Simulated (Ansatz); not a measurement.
# KTaO3: a tetragonal deformation path

One table from this session's results is given with a row withheld; the runs are named, their logs left out.

Program: Ansatz 0.2.0. Level of theory: DFT r2SCAN, scalar-relativistic, plane waves, PAW. These are calculated values, not measurements.

### Starting point

Symmetry: Pm-3m, No. 221, cubic system. Conventional cell: a = 3.988 Å, b = 3.988 Å, c = 3.988 Å, α = 90.00°, β = 90.00°, γ = 90.00°. K (site symmetry m-3m) is surrounded by 12 O at 2.82 Å. Around Ta (site symmetry m-3m) lie 6 O at 1.99 Å. Around O (site symmetry 4/mmm) lie 2 Ta at 1.99 Å and 4 K at 2.82 Å.

As a file:

```xyz
5
Lattice="3.9883 0.0000 0.0000 0.0000 3.9883 0.0000 0.0000 0.0000 3.9883" Properties=species:S:1:pos:R:3 pbc="T T T"
K     1.9942    1.9942    1.9942
Ta    0.0000    0.0000    0.0000
O     1.9942    0.0000    0.0000
O     0.0000    1.9942    0.0000
O     0.0000    0.0000    1.9942
```

The structure comes from the Crystallography Open Database.

The first run:

Input file input.yaml:

```yaml
crystal:
  lattice:
    - [3.9883, 0.0, 0.0]
    - [0.0, 3.9883, 0.0]
    - [0.0, 0.0, 3.9883]
  atoms:
    - { symbol: K, position: [0.5, 0.5, 0.5] }
    - { symbol: Ta, position: [0.0, 0.0, 0.0] }
    - { symbol: O, position: [0.5, 0.0, 0.0] }
    - { symbol: O, position: [0.0, 0.5, 0.0] }
    - { symbol: O, position: [0.0, 0.0, 0.5] }
basis:
  ecutwfc: 500
kpoints:
  mp_grid: { grid: [4, 4, 4] }
hamiltonian:
  xc: r2scan
scf:
  occupations: { method: gaussian, width: 0.1 }
output:
  forces: true
  stress: true
  eigenvalues: true
```

Command:

```bash
$ ansatz run input.yaml --threads 1 --pin off --max-ram 2560MiB --backend cpu --events-out ev --progress --plain --runs-dir out
```

Steps of the session up to this table: Probe: one point at the start; The undisturbed cell; Point ρ = 0.707; Point ρ = 1.414; At ρ = 0.850; At ρ = 1.200; ρ = 0.780; Point ρ = 1.300; At ρ = 0.920; Point ρ = 1.100; Point ρ = 0.650; At ρ = 1.500; At ρ = 0.960; Point ρ = 1.050.

One table of the session follows, with a row left open; its other results are not shown here.

It belongs to the step «The scan collected». 

```
    ρ  ΔE (meV/atom)  pressure (GPa)  gap on the mesh (eV)
0.650         3197.6            80.9                  0.00
0.707         1857.1            55.5                  0.91
0.780          832.3            27.3                  2.03
0.850          317.7            11.3                  2.26
0.920           76.1             3.1                  2.45
0.960           17.4             1.0                  2.54
1.000            0.0             0.3                  2.63
1.050           23.0             1.2                  2.56
1.100           84.9             3.7                  2.47
1.200          296.9            12.5                  2.21
1.300              ?               ?                     ?
1.414         1036.2            43.0                  1.43
1.500         1422.3            58.3                  1.03
```

Estimate the missing values for ρ = 1.300.

Worked estimate for «ΔE (meV/atom)». A straight line through the neighbours (1.200, 296.9) and (1.414, 1036.2) gives 296.9 + (1036.2 − 296.9) × (1.300 − 1.200) / (1.414 − 1.200) = 642.4; a parabola fitted to 4 rows on both sides gives 598.0.

The run gave: ΔE (meV/atom): 599.9; pressure (GPa): 25.1; gap on the mesh (eV): 1.87. In «ΔE (meV/atom)» the line misses by +42.5 and the parabola by -1.9.

Where the gap reads zero, the mesh chosen for the insulator is on the coarse side.
